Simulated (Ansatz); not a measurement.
**CH4ClFSSi: up Jacob's ladder to CCSD(T)**

How much do the methods differ for CH4ClFSSi? The plan is to run it at one geometry with functionals of several rungs and with coupled cluster, and see how far each lands from CCSD(T) at the basis-set limit for the atomisation energy.

Computed with Ansatz 0.2.0, Gaussian basis. Level: functionals in def2-TZVPP, the program's frozen cores in correlated methods.

The runs, in order: LDA (SPW92), PBE-D4, revPBE-D4, BLYP-D4, r2SCAN-D4, B97M-V, PBE0-D4, B3LYP-D4, r2SCANh-D4, r2SCAN0-D4, HSE06-D4, BHLYP-D4, CAM-B3LYP-D4, LC-ωPBE, ωB97X-V, ωB97M-V, B2PLYP, PBE-QIDH; CCSD(T)/def2-SVP; CCSD(T)/def2-TZVPP; MP2/def2-QZVPP; extrapolation to the limit; RPA on PBE.

### 1 Structure used throughout

The geometry comes from an earlier relaxation with PBE0-D4 in a triple-zeta def2 set; it is a stationary point, not always the lowest conformer.

9 atoms, charge 0, spin multiplicity 1.

Atoms are counted from 1 here; the program's logs count them from 0.

Bond lengths: C1–S2 1.819 Å, C1–H6 1.089 Å, C1–H7 1.089 Å, C1–H8 1.089 Å, S2–Si3 2.095 Å, Si3–F4 1.592 Å, Si3–Cl5 2.044 Å, Si3–H9 1.473 Å. Angles: S2–C1–H6 106.1°, S2–C1–H7 110.9°, S2–C1–H8 110.7°, H6–C1–H7 109.2°, H6–C1–H8 109.3°, H7–C1–H8 110.4°, C1–S2–Si3 100.5°, S2–Si3–F4 111.7°, S2–Si3–Cl5 112.0°, S2–Si3–H9 108.8°, F4–Si3–Cl5 105.2°, F4–Si3–H9 109.1°, Cl5–Si3–H9 110.1°.

### 2 LDA

This LDA is Slater exchange with PW92 correlation.

The input, in.yaml:

```yaml
crystal:
  periodic: [false, false, false]
  atoms:
    - {symbol: C, position_ang: [-0.662049, -1.024756, -0.933001]}
    - {symbol: S, position_ang: [0.780273, -1.101973, 0.172852]}
    - {symbol: Si, position_ang: [0.740973, 0.828695, 0.986133]}
    - {symbol: F, position_ang: [-0.567409, 1.071671, 1.859634]}
    - {symbol: Cl, position_ang: [0.691770, 2.269066, -0.462925]}
    - {symbol: H, position_ang: [-0.708620, -1.988791, -1.437376]}
    - {symbol: H, position_ang: [-1.578893, -0.871801, -0.366482]}
    - {symbol: H, position_ang: [-0.536576, -0.236460, -1.673464]}
    - {symbol: H, position_ang: [1.929130, 1.008051, 1.837529]}
basis:
  gaussian: {orbitals: def2-TZVPP}
hamiltonian: {xc: lda}
output: {orbitals: {seedname: orbitals}}
```

Launch:

```
> ansatz run in.yaml --threads 4 --pin off --events-out ev --progress --plain --max-ram 10444MiB
```

Further steps of the session: PBE-D4 (GGA); revPBE-D4 (GGA); BLYP-D4 (GGA); r2SCAN-D4 (meta-GGA); B97M-V (meta-GGA); B3LYP-D4 (hybrid); r2SCANh-D4 (hybrid); r2SCAN0-D4 (hybrid); HSE06-D4 (hybrid); BHLYP-D4 (hybrid); CAM-B3LYP-D4 (range-separated); LC-ωPBE (range-separated); ωB97X-V (range-separated); ωB97M-V (range-separated); B2PLYP (double hybrid); PBE-QIDH (double hybrid); CCSD(T) in def2-SVP; CCSD(T) in def2-TZVPP; MP2 in def2-QZVPP; RPA on PBE orbitals.

**Question.** What will the summary of the whole plan be? Wanted: atomisation energy, CCSD(T)/CBS; farthest beyond LDA; mean size of error, GGA; mean size of error, meta-GGA; mean size of error, hybrid; mean size of error, range-separated; mean size of error, double hybrid; gap, smallest and largest; T1 diagnostic.

The runs gave:

```
                               quantity                                                       value
        atomisation energy, CCSD(T)/CBS                                                   33.729 eV
    functionals within 0.169 eV (0.5 %)  r2SCAN-D4, PBE0-D4, r2SCANh-D4, HSE06-D4, ωB97X-V, ωB97M-V
                    farthest beyond LDA                                        BHLYP-D4 (-1.126 eV)
                mean size of error, GGA                                                    0.410 eV
           mean size of error, meta-GGA                                                    0.128 eV
             mean size of error, hybrid                                                    0.385 eV
    mean size of error, range-separated                                                    0.197 eV
      mean size of error, double hybrid                                                    0.447 eV
              gap, smallest and largest                   4.98 eV (LDA (SPW92)), 12.33 eV (LC-ωPBE)
                          T1 diagnostic                                                      0.0107
triples share of the correlation energy                                                       3.8 %
```

In words: The LDA atomisation energy is off by 4.521 eV (13 %): it overbinds. PBE-D4 misses by +0.340 eV. Double hybrids carry the basis error of their MP2 part in triple zeta, and no dispersion term here, so their miss is partly the set-up's. Taken by rung, meta-GGA functionals do best (0.128 eV on average) and double hybrid ones worst beyond LDA (0.447 eV). The gap between the best rungs is small, so their order is not settled. Misses under about 0.169 eV are within the doubt on the reference itself, which lacks core-valence correlation, relativity and higher excitations. Hartree-Fock recovers 74 % of the binding; the rest is correlation. CCSD(T) in def2-SVP is off by -2.662 eV, more than most functionals: a good method in a small basis is no reference. Orbital gaps span 5.0 to 12.3 eV; exact exchange widens them.
